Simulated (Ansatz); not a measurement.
# H4InOP: basis-set convergence

An exercise on one series of results from a longer session: the logs are not shown, and one member is left open.

The runs use Ansatz 0.2.0, Gaussian basis; one geometry, several basis sets.

Levels to be run: PBE0-D4/def2-SVP; ωB97M-V/def2-SVP; PBE0-D4/def2-QZVPP; ωB97M-V/def2-QZVPP; the functionals' def2-TZVPP values are taken from earlier runs.

**Structure used throughout**

The geometry comes from an earlier relaxation with PBE0-D4 in a triple-zeta def2 set; it is a stationary point, not always the lowest conformer. In takes the def2 core potential; no spin-orbit term is included.

SMILES `O[PH][InH2]`, 7 atoms, charge 0, spin multiplicity 1.

Atoms are counted from 1 here; the program's logs count them from 0.

Bond lengths: O1–P2 1.670 Å, O1–H4 0.960 Å, P2–In3 2.503 Å, P2–H5 1.430 Å, In3–H6 1.723 Å, In3–H7 1.728 Å. Angles: P2–O1–H4 109.0°, O1–P2–In3 100.9°, O1–P2–H5 100.1°, In3–P2–H5 92.3°, P2–In3–H6 120.5°, P2–In3–H7 117.4°, H6–In3–H7 122.0°.

Set-up of the first run:

Input file in.yaml:

```yaml
crystal:
  periodic: [false, false, false]
  atoms:
    - {symbol: O, position_ang: [-1.844520, 0.146896, 0.079173]}
    - {symbol: P, position_ang: [-0.622820, -0.369954, -0.935491]}
    - {symbol: In, position_ang: [1.396882, 0.365878, 0.345930]}
    - {symbol: H, position_ang: [-2.634261, 0.311762, -0.441857]}
    - {symbol: H, position_ang: [-0.483656, -1.722147, -0.492232]}
    - {symbol: H, position_ang: [1.278244, 1.623236, 1.517978]}
    - {symbol: H, position_ang: [2.910131, -0.355671, -0.073501]}
basis:
  gaussian: {orbitals: def2-SVP}
hamiltonian: {xc: pbe0, dispersion: d4}
output: {orbitals: {seedname: orbitals}}
```

Among the steps run: PBE0-D4 in def2-SVP; ωB97M-V in def2-SVP; PBE0-D4 in def2-QZVPP; ωB97M-V in def2-QZVPP.

One of the session's tables, all rows but one given; the rest of the session is left out.

It belongs to the step «Functionals by basis». 

```
functional       basis  HOMO (eV)  LUMO (eV)
   PBE0-D4    def2-SVP      -6.40      -1.72
   PBE0-D4  def2-TZVPP      -6.50      -1.79
   PBE0-D4  def2-QZVPP      -6.53      -1.82
   ωB97M-V    def2-SVP      -8.39      -0.14
   ωB97M-V  def2-TZVPP      -8.52      -0.30
   ωB97M-V  def2-QZVPP          ?          ?
```

Q: Estimate the row for ωB97M-V, def2-QZVPP from the others.

The run gave: HOMO (eV): -8.55; LUMO (eV): -0.34. In the column «HOMO (eV)» it is the lowest.
